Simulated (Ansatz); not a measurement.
# CdInS₂: an internal coordinate against the cell

A grid of calculations on CdInS₂ (P-3m1, No. 164; 4 atoms in the cell), to see where the energy is lowest and how it rises around there.

Program: Ansatz 0.2.0. Level of theory: DFT PBE, scalar-relativistic, plane waves, PAW. These are calculated values, not measurements.

40 further runs of the same task are left out: 40 set aside as unsound or not needed.

### 1 The starting structure

The structure is trigonal, space group P-3m1 (No. 164). Conventional cell: a = 3.871 Å, b = 3.871 Å, c = 6.811 Å, α = 90.00°, β = 90.00°, γ = 120.00°. Around Cd (site symmetry -3m) lie 6 S at 2.78 Å. In (site symmetry -3m) has 6 S at 2.84 Å as nearest neighbours. Around S (site symmetry 3m) lie 3 Cd at 2.78 Å and 3 In at 2.84 Å.

Structure file:

```xyz
4
Lattice="3.8709 0.0000 0.0000 -1.9354 3.3523 0.0000 0.0000 0.0000 6.8111" Properties=species:S:1:pos:R:3 pbc="T T T"
Cd    0.0000    0.0000    0.0000
In    0.0000    0.0000    3.4055
S     1.9354    1.1174    5.1618
S     0.0000    2.2349    1.6493
```

It goes back to an entry of the Materials Project, which need not be the stable form.

This cell was relaxed beforehand with the same method: volume 22.10 Å³/atom, gap on the mesh none (metal).

### 3 The grid

Atoms count from 1 in the order of the input.

The energy is mapped over a free internal coordinate and the cell.

First coordinate, shift of S3 along [0 0 1], its symmetry partners moved as symmetry demands (measured in the relaxed cell): 9 values from −0.333 Å. Second coordinate, c/a of the conventional cell at fixed volume: 9 values from 1.408 to 2.111.

Nothing else is relaxed (all other coordinates fixed). Energies count from the relaxed crystal. Points are written as (first, second).

(The set-up runs are not shown.)

### 4 Grid point (0.000 Å, 1.408)

Contents of input.yaml:

```yaml
crystal:
  lattice:
    - [4.169726661, 0.0, 0.0]
    - [-2.0848633305, 3.6110892153, 0.0]
    - [0.0, 0.0, 5.8697242207]
  atoms:
    - { symbol: Cd, position: [0.0, 0.0, 0.0] }
    - { symbol: In, position: [0.0, 0.0, 0.5] }
    - { symbol: S, position: [0.6666666667, 0.3333333333, 0.7578554487] }
    - { symbol: S, position: [0.3333333333, 0.6666666667, 0.2421445513] }
basis:
  ecutwfc: 420
kpoints:
  mp_grid: { grid: [12, 12, 6] }
hamiltonian:
  xc: pbe
scf:
  occupations: { method: gaussian, width: 0.15 }
output:
  forces: true
  stress: true
  eigenvalues: true
  write_density: true
  write_potential: true
  elf: true
  volumetric_format: npy
```

The run is started by

```sh
$ ansatz run input.yaml --threads 2 --pin off --max-ram 4096MiB --backend cpu --events-out ev --progress --plain --runs-dir out
```

The session goes on with these runs: the other points that were computed.

Q: Predict the outcome of this session. Wanted: lowest point; highest computed point; pressure.

**Answer**, as computed:

```
              quantity                                                                          value
          lowest point                                                   (0.000 Å, 1.760), 0 meV/atom
highest computed point                                (0.333 Å, 2.111), 270 meV/atom above the lowest
        pressure (GPa)  −1.4 at (−0.083 Å, 2.111) to 4.8 at (0.333 Å, 2.111); 0.0 at the lowest point
   time for all points                                              9.3 min on 2 threads, shared host
```

**Reading.** The lowest computed point is at (0.000 Å, 1.760), which is the relaxed crystal itself. No other kind of well shows on this grid. The highest computed point, (0.333 Å, 2.111), lies 270 meV/atom above the lowest. Round the minimum the valley is somewhat tilted: raising the first coordinate shifts the best value of the second coordinate downwards (coupling k₁₂/√(k₁₁k₂₂) about 0.1). Spin polarisation is off in the runs that give these values; a magnetic solution could lie lower.
